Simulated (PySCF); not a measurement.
**C₅H₈O₂S, a solvent cluster: NMR shifts, part 1 of 2**

Aim: the NMR shifts of `O[C@@H]1C[C@H]1C=C=S` with `O`.

Computed with PySCF 2.14.0; each step states its level. No surroundings beyond the atoms listed, unless a continuum is named. Atoms count from 0, parts from 1.

## (1) The system as given

16 atoms, charge 0, multiplicity 1; geometry: GFN2-xTB, MD frame. Parts: 1 = atoms 0–12, `O[C@@H]1C[C@H]1C=C=S`, charge 0; 2 = atoms 13–15, `O`, charge 0.

## (2) Nuclear shieldings: 250 fs

The job: settings as JSON, then the geometry in Å.

```
{"job": {"kind": "nmr", "xc": "PBE0", "basis": "pcSseg-1", "pop": false}, "charge": 0, "multiplicity": 1, "parts": [{"atoms": "0-12", "charge": 0, "multiplicity": 1}, {"atoms": "13-15", "charge": 0, "multiplicity": 1}]}
O     -1.478060    -1.063248     0.950153
C     -0.503920    -1.034255    -0.022889
C      0.618448    -2.004861     0.081789
C      0.881601    -0.523580     0.320451
C      1.646472     0.187764    -0.725945
C      2.365117     1.211190    -0.442264
S      3.254366     2.489380    -0.242807
H     -1.941658    -0.225702     0.929811
H     -0.868094    -0.817046    -1.014187
H      0.682565    -2.694755     0.961067
H      0.951678    -2.442274    -0.847773
H      1.062217    -0.192642     1.352031
H      1.621451    -0.268728    -1.715405
O     -2.711226     1.468155     0.939343
H     -2.358645     2.239014     0.476421
H     -3.439273     1.802355     1.450994
```

Level: GIAO PBE0/pcSseg-1 NMR shielding, non-relativistic, gas phase.

Launch:

```sh
> OMP_NUM_THREADS=1 python cluster_run.py task.json out
```

This one command runs all jobs of the session in turn.

Standard output:

```text
coarse grid: 14192 points
cycle   1  E = -743.1021952405  dE =  1.238e+00  |g| = 8.561e-01  |ddm| = 3.735e+00
cycle   2  E = -742.9923419109  dE =  1.099e-01  |g| = 1.162e+00  |ddm| = 1.639e+00
cycle   3  E = -743.2356505739  dE = -2.433e-01  |g| = 9.855e-02  |ddm| = 1.092e+00
cycle   4  E = -743.2372672594  dE = -1.617e-03  |g| = 5.942e-02  |ddm| = 1.552e-01
cycle   5  E = -743.2380101677  dE = -7.429e-04  |g| = 1.976e-02  |ddm| = 5.853e-02
cycle   6  E = -743.2381028302  dE = -9.266e-05  |g| = 7.299e-03  |ddm| = 2.539e-02
cycle   7  E = -743.2381151699  dE = -1.234e-05  |g| = 2.226e-03  |ddm| = 8.539e-03
cycle   8  E = -743.2381164084  dE = -1.238e-06  |g| = 6.846e-04  |ddm| = 2.664e-03
final grid: 133184 points
cycle   9  E = -743.3092980949  dE = -3.244e-05  |g| = 1.186e-02  |ddm| = 4.916e-02
cycle  10  E = -743.3092078717  dE =  9.022e-05  |g| = 2.149e-02  |ddm| = 3.190e-02
cycle  11  E = -743.3093299504  dE = -1.221e-04  |g| = 2.810e-03  |ddm| = 2.363e-02
cycle  12  E = -743.3093321272  dE = -2.177e-06  |g| = 3.926e-04  |ddm| = 2.922e-03
cycle  13  E = -743.3093321522  dE = -2.501e-08  |g| = 1.960e-04  |ddm| = 6.997e-04
cycle  14  E = -743.3093321605  dE = -8.341e-09  |g| = 5.923e-05  |ddm| = 2.050e-04
cycle  15  E = -743.3093321614  dE = -8.308e-10  |g| = 1.396e-05  |ddm| = 6.001e-05
converged SCF energy = -743.3093321614

GIAO shielding tensors (ppm)
atom      isotropic    diamagn.    paramagn.     s11        s22        s33       span
  0 O      293.970     388.058     -94.088    276.860    301.411    303.640     26.780
  1 C      128.878     244.226    -115.349     84.078    115.728    186.827    102.749
  2 C      165.273     257.109     -91.836    138.601    160.382    196.835     58.234
  3 C      170.406     250.796     -80.391    146.606    171.095    193.517     46.911
  4 C      109.382     257.735    -148.353     15.333    130.848    181.967    166.634
  5 C     -103.444     262.586    -366.029   -192.230    -85.082    -33.019    159.211
  6 S       64.907    1056.706    -991.799   -498.396     70.110    623.007   1121.403
  7 H       27.205      31.523      -4.318     13.919     20.822     46.874     32.955
  8 H       28.797      31.955      -3.158     22.660     29.625     34.106     11.445
  9 H       29.247      29.945      -0.698     24.500     26.384     36.856     12.356
 10 H       31.600      31.813      -0.213     26.428     28.594     39.778     13.350
 11 H       29.996      32.372      -2.375     24.630     28.613     36.746     12.116
 12 H       27.461      29.758      -2.297     23.714     24.986     33.684      9.970
 13 O      334.123     386.465     -52.342    300.340    337.452    364.577     64.238
 14 H       30.060      31.090      -1.030     21.601     25.718     42.860     21.259
 15 H       30.649      29.550       1.099     22.410     24.042     45.496     23.087

== part 1 alone, relaxed ==
coarse grid: 11864 points
cycle   1  E = -666.8404263298  dE =  1.221e+00  |g| = 6.127e-01  |ddm| = 3.540e+00
cycle   2  E = -666.7810462415  dE =  5.938e-02  |g| = 8.433e-01  |ddm| = 1.275e+00
cycle   3  E = -666.9129286312  dE = -1.319e-01  |g| = 7.796e-02  |ddm| = 8.289e-01
cycle   4  E = -666.9139555880  dE = -1.027e-03  |g| = 4.630e-02  |ddm| = 1.181e-01
cycle   5  E = -666.9144440621  dE = -4.885e-04  |g| = 1.686e-02  |ddm| = 4.863e-02
cycle   6  E = -666.9145147195  dE = -7.066e-05  |g| = 4.885e-03  |ddm| = 2.066e-02
cycle   7  E = -666.9145199287  dE = -5.209e-06  |g| = 2.086e-03  |ddm| = 6.665e-03
final grid: 111232 points
cycle   8  E = -666.9693414162  dE = -3.003e-05  |g| = 8.983e-03  |ddm| = 3.200e-02
cycle   9  E = -666.9693061565  dE =  3.526e-05  |g| = 1.474e-02  |ddm| = 1.955e-02
cycle  10  E = -666.9693576550  dE = -5.150e-05  |g| = 2.389e-03  |ddm| = 1.475e-02
cycle  11  E = -666.9693593416  dE = -1.687e-06  |g| = 3.001e-04  |ddm| = 2.596e-03
cycle  12  E = -666.9693593566  dE = -1.495e-08  |g| = 1.073e-04  |ddm| = 3.822e-04
cycle  13  E = -666.9693593585  dE = -1.931e-09  |g| = 3.696e-05  |ddm| = 1.239e-04
cycle  14  E = -666.9693593589  dE = -3.570e-10  |g| = 6.575e-06  |ddm| = 4.290e-05
converged SCF energy = -666.9693593589

GIAO shielding tensors (ppm)
atom      isotropic    diamagn.    paramagn.     s11        s22        s33       span
  0 O      284.219     385.078    -100.859    268.131    278.509    306.018     37.887
  1 C      128.596     248.307    -119.710     84.992    109.812    190.985    105.994
  2 C      167.818     252.154     -84.337    144.086    162.815    196.552     52.465
  3 C      169.936     248.591     -78.655    144.414    168.623    196.773     52.359
  4 C      112.726     257.218    -144.493     20.680    136.280    181.218    160.537
  5 C      -99.041     263.747    -362.788   -190.786    -66.152    -40.186    150.600
  6 S       78.930    1056.855    -977.925   -438.972     66.305    609.456   1048.427
  7 H       30.328      31.616      -1.288     21.152     27.570     42.262     21.110
  8 H       28.449      31.271      -2.822     22.177     29.097     34.073     11.895
  9 H       30.259      30.397      -0.138     25.404     27.215     38.159     12.755
 10 H       31.337      30.893       0.443     26.235     28.131     39.644     13.410
 11 H       30.388      32.047      -1.660     24.308     29.229     37.625     13.317
 12 H       27.477      29.666      -2.189     24.280     24.853     33.298      9.018

== part 2 alone, relaxed ==
coarse grid: 2328 points
cycle   1  E = -76.2434213666  dE = -2.793e-03  |g| = 6.485e-01  |ddm| = 1.204e+00
cycle   2  E = -76.1930736300  dE =  5.035e-02  |g| = 8.513e-01  |ddm| = 7.416e-01
cycle   3  E = -76.3169832561  dE = -1.239e-01  |g| = 2.341e-02  |ddm| = 4.312e-01
cycle   4  E = -76.3170727900  dE = -8.953e-05  |g| = 2.852e-03  |ddm| = 1.038e-02
cycle   5  E = -76.3170739482  dE = -1.158e-06  |g| = 3.159e-04  |ddm| = 1.258e-03
final grid: 21952 points
cycle   6  E = -76.3318734943  dE = -7.151e-06  |g| = 2.965e-03  |ddm| = 6.091e-03
cycle   7  E = -76.3318725604  dE =  9.338e-07  |g| = 3.764e-03  |ddm| = 3.074e-03
cycle   8  E = -76.3318748270  dE = -2.267e-06  |g| = 9.239e-05  |ddm| = 1.755e-03
cycle   9  E = -76.3318748285  dE = -1.554e-09  |g| = 5.261e-06  |ddm| = 5.409e-05
cycle  10  E = -76.3318748286  dE = -6.082e-12  |g| = 7.035e-07  |ddm| = 3.892e-06
converged SCF energy = -76.3318748286

GIAO shielding tensors (ppm)
atom      isotropic    diamagn.    paramagn.     s11        s22        s33       span
  0 O      336.104     384.128     -48.024    311.433    340.244    356.634     45.201
  1 H       30.861      30.794       0.067     23.647     25.079     43.858     20.212
  2 H       30.862      30.795       0.067     23.647     25.080     43.859     20.212
```

Run time: 39 s. Hardware: 1 thread of Arm Neoverse V2, shared host; peak memory 0.83 GiB.

Shifts follow as δ = σ(reference) − σ, with reference shieldings (ppm) from runs at the same level and on the same kind of geometry: $^{1}$H TMS 31.72, $^{13}$C TMS 186.9, $^{17}$O H2O 336.1, $^{33}$S CS2 504. The references are single molecules in the gas phase, so shifts against H2O, NH3, PH3, H3PO4 or CFCl3 are not on the usual liquid scales and can be off by tens of ppm. Each atom is listed at this fixed geometry, with no averaging over motion; a spectrum would average atoms that exchange fast.

```
atoms                            environment  σ (ppm)  δ (ppm)
   C5                  carbon bonded to C, S   -103.4    290.4
   C4                carbon bonded to 2 C, H    109.4     77.5
   C1             carbon bonded to 2 C, O, H    128.9     58.0
   C2              carbon bonded to 2 C, 2 H    165.3     21.7
   C3                carbon bonded to 3 C, H    170.4     16.5
   H7      hydrogen on an oxygen bonded to C    27.20     4.51
  H12     hydrogen on a carbon bonded to 2 C    27.46     4.26
   H8  hydrogen on a carbon bonded to 2 C, O    28.80     2.92
   H9     hydrogen on a carbon bonded to 2 C    29.25     2.47
  H11     hydrogen on a carbon bonded to 3 C    30.00     1.72
  H14                  hydrogen on an oxygen    30.06     1.66
  H15                  hydrogen on an oxygen    30.65     1.07
  H10     hydrogen on a carbon bonded to 2 C    31.60     0.12
   O0                  oxygen bonded to C, H    294.0     42.1
  O13                   oxygen bonded to 2 H    334.1      2.0
   S6                     sulfur bonded to C       65      439
```

Ring of atoms C1, C2, C3: NICS(0) -41.5, NICS(1) -8.2, NICS(1)zz -18.6 ppm (means of both faces; NICS(1) differs between them: -10.1 and -6.3).

In rings of three or four atoms NICS is ruled by the nearby σ bonds, so it says little on aromaticity.

## (3) NMR shieldings: 400 fs

The job: settings as JSON, then the geometry in Å.

```
{"job": {"kind": "nmr", "xc": "PBE0", "basis": "pcSseg-1", "pop": false}, "charge": 0, "multiplicity": 1, "parts": [{"atoms": "0-12", "charge": 0, "multiplicity": 1}, {"atoms": "13-15", "charge": 0, "multiplicity": 1}]}
O     -1.368689    -1.177777     1.039252
C     -0.453130    -1.261728     0.038736
C      0.719314    -2.106163     0.303546
C      0.871568    -0.643209     0.246577
C      1.487971     0.128428    -0.846609
C      2.175376     1.205040    -0.643371
S      2.947185     2.505235    -0.287349
H     -1.831086    -0.330029     1.105215
H     -0.849328    -1.206097    -0.958197
H      0.830484    -2.600026     1.282655
H      1.056998    -2.705005    -0.494286
H      0.982787    -0.098666     1.162942
H      1.355049    -0.317228    -1.806560
O     -2.393473     1.503400     0.847456
H     -1.625551     1.997216     0.544712
H     -3.225642     2.006095     0.658829
```

With the program's defaults for keys left out, this is: GIAO PBE0/pcSseg-1 NMR shielding, non-relativistic, gas phase.

Standard output:

```text
coarse grid: 14192 points
cycle   1  E = -743.0948104240  dE =  1.400e+00  |g| = 8.649e-01  |ddm| = 3.769e+00
cycle   2  E = -742.9702050637  dE =  1.246e-01  |g| = 1.191e+00  |ddm| = 1.640e+00
cycle   3  E = -743.2315774677  dE = -2.614e-01  |g| = 1.050e-01  |ddm| = 1.098e+00
cycle   4  E = -743.2336148394  dE = -2.037e-03  |g| = 6.342e-02  |ddm| = 1.739e-01
cycle   5  E = -743.2345179985  dE = -9.032e-04  |g| = 1.701e-02  |ddm| = 5.666e-02
cycle   6  E = -743.2345790808  dE = -6.108e-05  |g| = 5.935e-03  |ddm| = 1.994e-02
cycle   7  E = -743.2345857777  dE = -6.697e-06  |g| = 2.337e-03  |ddm| = 6.785e-03
final grid: 133184 points
cycle   8  E = -743.3037209717  dE = -4.275e-05  |g| = 8.985e-03  |ddm| = 3.467e-02
cycle   9  E = -743.3036992980  dE =  2.167e-05  |g| = 1.316e-02  |ddm| = 1.805e-02
cycle  10  E = -743.3037360876  dE = -3.679e-05  |g| = 1.967e-03  |ddm| = 1.321e-02
cycle  11  E = -743.3037372547  dE = -1.167e-06  |g| = 4.184e-04  |ddm| = 2.568e-03
cycle  12  E = -743.3037372895  dE = -3.482e-08  |g| = 1.336e-04  |ddm| = 4.561e-04
cycle  13  E = -743.3037372926  dE = -3.139e-09  |g| = 5.959e-05  |ddm| = 1.546e-04
cycle  14  E = -743.3037372935  dE = -8.665e-10  |g| = 1.466e-05  |ddm| = 5.895e-05
converged SCF energy = -743.3037372935

GIAO shielding tensors (ppm)
atom      isotropic    diamagn.    paramagn.     s11        s22        s33       span
  0 O      290.735     387.848     -97.113    273.788    294.511    303.905     30.117
  1 C      134.878     244.896    -110.018     92.725    118.212    193.698    100.973
  2 C      171.941     256.942     -85.001    148.041    168.680    199.103     51.062
  3 C      172.071     251.600     -79.529    144.575    171.994    199.646     55.072
  4 C      114.543     257.971    -143.427     28.076    138.968    176.585    148.509
  5 C      -96.812     265.240    -362.052   -189.147    -64.334    -36.957    152.190
  6 S       92.621    1057.638    -965.017   -430.803     80.053    628.613   1059.416
  7 H       27.390      32.104      -4.714     15.171     21.988     45.011     29.840
  8 H       29.181      32.124      -2.943     23.018     29.567     34.957     11.938
  9 H       29.730      30.269      -0.538     24.731     26.692     37.768     13.037
 10 H       31.976      32.415      -0.439     26.680     28.436     40.812     14.132
 11 H       31.152      34.009      -2.856     25.198     30.209     38.050     12.852
 12 H       27.999      30.849      -2.850     24.728     26.461     32.809      8.081
 13 O      323.581     389.365     -65.784    285.593    326.673    358.478     72.885
 14 H       29.795      32.702      -2.907     21.053     25.854     42.479     21.425
 15 H       28.972      28.965       0.007     21.375     22.790     42.752     21.377
```

Wall time 23 s (1 thread of Arm Neoverse V2, shared host); peak memory 0.86 GiB.

In short: δ C5 283.7, C4 72.4, C1 52.0, C2 15.0, H7 4.33, H12 3.72 ppm.

## (4) Shielding tensors: 550 fs

The job: settings as JSON, then the geometry in Å.

```
{"job": {"kind": "nmr", "xc": "PBE0", "basis": "pcSseg-1", "pop": false}, "charge": 0, "multiplicity": 1, "parts": [{"atoms": "0-12", "charge": 0, "multiplicity": 1}, {"atoms": "13-15", "charge": 0, "multiplicity": 1}]}
O     -1.216532    -1.448538     1.404628
C     -0.425402    -1.263891     0.264401
C      0.850736    -2.052156     0.250450
C      0.899732    -0.529214     0.399432
C      1.371228     0.297656    -0.714243
C      2.062752     1.395344    -0.630800
S      2.828522     2.762575    -0.540993
H     -1.899396    -0.732762     1.385433
H     -0.960599    -1.169732    -0.686487
H      1.128808    -2.587744     1.167587
H      1.229431    -2.462210    -0.635084
H      1.110579    -0.127052     1.383825
H      1.137412    -0.064709    -1.699889
O     -2.154979     1.178352     0.871819
H     -1.364786     1.442612     1.395994
H     -2.500566     1.956105     0.442361
```

With the program's defaults for keys left out, this is: GIAO PBE0/pcSseg-1 NMR shielding, non-relativistic, gas phase.

Standard output:

```text
coarse grid: 14192 points
cycle   1  E = -743.1004639283  dE =  1.167e+00  |g| = 8.590e-01  |ddm| = 3.742e+00
cycle   2  E = -742.9753612120  dE =  1.251e-01  |g| = 1.196e+00  |ddm| = 1.591e+00
cycle   3  E = -743.2358795885  dE = -2.605e-01  |g| = 1.033e-01  |ddm| = 1.060e+00
cycle   4  E = -743.2375420513  dE = -1.662e-03  |g| = 6.539e-02  |ddm| = 1.601e-01
cycle   5  E = -743.2384850534  dE = -9.430e-04  |g| = 1.969e-02  |ddm| = 6.483e-02
cycle   6  E = -743.2385763661  dE = -9.131e-05  |g| = 7.543e-03  |ddm| = 2.609e-02
cycle   7  E = -743.2385895970  dE = -1.323e-05  |g| = 2.263e-03  |ddm| = 8.826e-03
cycle   8  E = -743.2385908484  dE = -1.251e-06  |g| = 7.142e-04  |ddm| = 2.698e-03
final grid: 133184 points
cycle   9  E = -743.3083726506  dE = -2.507e-05  |g| = 1.310e-02  |ddm| = 3.517e-02
cycle  10  E = -743.3082684965  dE =  1.042e-04  |g| = 2.359e-02  |ddm| = 3.452e-02
cycle  11  E = -743.3084100627  dE = -1.416e-04  |g| = 2.995e-03  |ddm| = 2.587e-02
cycle  12  E = -743.3084125856  dE = -2.523e-06  |g| = 4.029e-04  |ddm| = 3.139e-03
cycle  13  E = -743.3084126111  dE = -2.549e-08  |g| = 1.966e-04  |ddm| = 6.003e-04
cycle  14  E = -743.3084126193  dE = -8.147e-09  |g| = 6.066e-05  |ddm| = 1.980e-04
cycle  15  E = -743.3084126201  dE = -8.472e-10  |g| = 1.839e-05  |ddm| = 6.441e-05
converged SCF energy = -743.3084126201

GIAO shielding tensors (ppm)
atom      isotropic    diamagn.    paramagn.     s11        s22        s33       span
  0 O      275.753     388.360    -112.607    254.071    279.181    294.007     39.936
  1 C      124.906     245.189    -120.283     80.109    111.940    182.668    102.560
  2 C      169.265     257.193     -87.927    146.011    164.419    197.367     51.356
  3 C      170.090     250.135     -80.045    145.836    170.158    194.276     48.441
  4 C      112.578     258.174    -145.597     15.154    136.838    185.741    170.587
  5 C     -107.994     265.017    -373.011   -194.029    -92.786    -37.167    156.861
  6 S       59.854    1057.353    -997.499   -492.701     64.622    607.641   1100.342
  7 H       27.462      31.017      -3.555     16.143     25.190     41.054     24.911
  8 H       28.308      31.325      -3.016     23.258     28.383     33.284     10.026
  9 H       29.917      30.547      -0.630     24.890     26.996     37.866     12.976
 10 H       32.115      32.718      -0.603     26.856     28.933     40.557     13.701
 11 H       30.621      33.090      -2.470     25.416     29.110     37.336     11.920
 12 H       27.471      31.042      -3.571     23.966     24.540     33.907      9.941
 13 O      319.811     389.201     -69.390    284.376    321.387    353.669     69.292
 14 H       29.573      32.257      -2.684     22.084     26.442     40.192     18.108
 15 H       30.007      32.022      -2.015     22.440     23.420     44.161     21.721
```

Run time: 24 s. Hardware: 1 thread of Arm Neoverse V2, shared host; peak memory 0.86 GiB.

In short: δ C5 294.9, C4 74.3, C1 62.0, C2 17.7, H7 4.25, H12 4.25 ppm.

## (5) NMR shieldings: 700 fs

The job: settings as JSON, then the geometry in Å.

```
{"job": {"kind": "nmr", "xc": "PBE0", "basis": "pcSseg-1", "pop": false}, "charge": 0, "multiplicity": 1, "parts": [{"atoms": "0-12", "charge": 0, "multiplicity": 1}, {"atoms": "13-15", "charge": 0, "multiplicity": 1}]}
O     -1.175645    -1.491583     1.400734
C     -0.262108    -1.379169     0.392649
C      1.113118    -1.925301     0.573269
C      0.897278    -0.417791     0.503952
C      1.429963     0.251439    -0.721225
C      2.065444     1.376747    -0.643365
S      2.683505     2.782979    -0.626191
H     -1.756156    -0.690410     1.398795
H     -0.651740    -1.518155    -0.634188
H      1.277196    -2.366320     1.592789
H      1.638422    -2.427139    -0.192444
H      0.932196     0.147876     1.422906
H      1.354657    -0.365202    -1.616329
O     -2.102292     1.364431     1.268220
H     -1.372194     1.992577     1.272351
H     -2.758390     1.780060     0.694807
```

With the program's defaults for keys left out, this is: GIAO PBE0/pcSseg-1 NMR shielding, non-relativistic, gas phase.

Standard output:

```text
coarse grid: 14192 points
cycle   1  E = -743.1015024245  dE =  1.237e+00  |g| = 8.527e-01  |ddm| = 3.737e+00
cycle   2  E = -742.9936426974  dE =  1.079e-01  |g| = 1.157e+00  |ddm| = 1.574e+00
cycle   3  E = -743.2351382058  dE = -2.415e-01  |g| = 8.391e-02  |ddm| = 1.018e+00
cycle   4  E = -743.2363488485  dE = -1.211e-03  |g| = 5.032e-02  |ddm| = 1.408e-01
cycle   5  E = -743.2369129604  dE = -5.641e-04  |g| = 1.422e-02  |ddm| = 4.940e-02
cycle   6  E = -743.2369556275  dE = -4.267e-05  |g| = 4.776e-03  |ddm| = 1.566e-02
cycle   7  E = -743.2369600142  dE = -4.387e-06  |g| = 1.605e-03  |ddm| = 5.048e-03
final grid: 133184 points
cycle   8  E = -743.3061700769  dE = -3.599e-05  |g| = 1.059e-02  |ddm| = 4.017e-02
cycle   9  E = -743.3061209840  dE =  4.909e-05  |g| = 1.746e-02  |ddm| = 2.596e-02
cycle  10  E = -743.3061923601  dE = -7.138e-05  |g| = 2.430e-03  |ddm| = 1.955e-02
cycle  11  E = -743.3061941086  dE = -1.749e-06  |g| = 3.862e-04  |ddm| = 2.956e-03
cycle  12  E = -743.3061941343  dE = -2.568e-08  |g| = 1.467e-04  |ddm| = 5.549e-04
cycle  13  E = -743.3061941384  dE = -4.119e-09  |g| = 5.864e-05  |ddm| = 1.679e-04
cycle  14  E = -743.3061941393  dE = -8.370e-10  |g| = 1.452e-05  |ddm| = 6.211e-05
converged SCF energy = -743.3061941393

GIAO shielding tensors (ppm)
atom      isotropic    diamagn.    paramagn.     s11        s22        s33       span
  0 O      282.874     387.930    -105.055    267.933    278.923    301.766     33.833
  1 C      129.864     245.763    -115.899     89.529    113.313    186.752     97.222
  2 C      165.481     257.516     -92.034    140.427    161.288    194.729     54.303
  3 C      168.997     249.982     -80.985    144.154    171.323    191.514     47.360
  4 C      110.207     257.964    -147.758     21.935    135.017    173.667    151.732
  5 C      -93.565     263.977    -357.542   -180.527    -66.453    -33.715    146.812
  6 S       98.910    1057.901    -958.991   -440.888     99.730    637.886   1078.774
  7 H       27.074      31.154      -4.080     15.565     23.879     41.779     26.214
  8 H       28.451      31.404      -2.953     22.310     28.880     34.163     11.853
  9 H       29.545      29.802      -0.257     24.479     26.842     37.313     12.834
 10 H       31.783      32.620      -0.837     26.545     28.880     39.923     13.378
 11 H       30.714      33.371      -2.658     25.918     28.959     37.263     11.345
 12 H       27.595      30.725      -3.130     24.130     25.407     33.247      9.117
 13 O      328.598     387.146     -58.548    300.468    327.105    358.220     57.752
 14 H       30.250      32.803      -2.552     22.059     25.975     42.718     20.659
 15 H       30.306      31.050      -0.744     22.973     23.992     43.952     20.979
```

It took 23 s on 1 thread of Arm Neoverse V2, shared host; peak memory 0.86 GiB.

In short: δ C5 280.5, C4 76.7, C1 57.1, C2 21.4, H7 4.64, H12 4.12 ppm.

(Continued in part 2 of 2.)
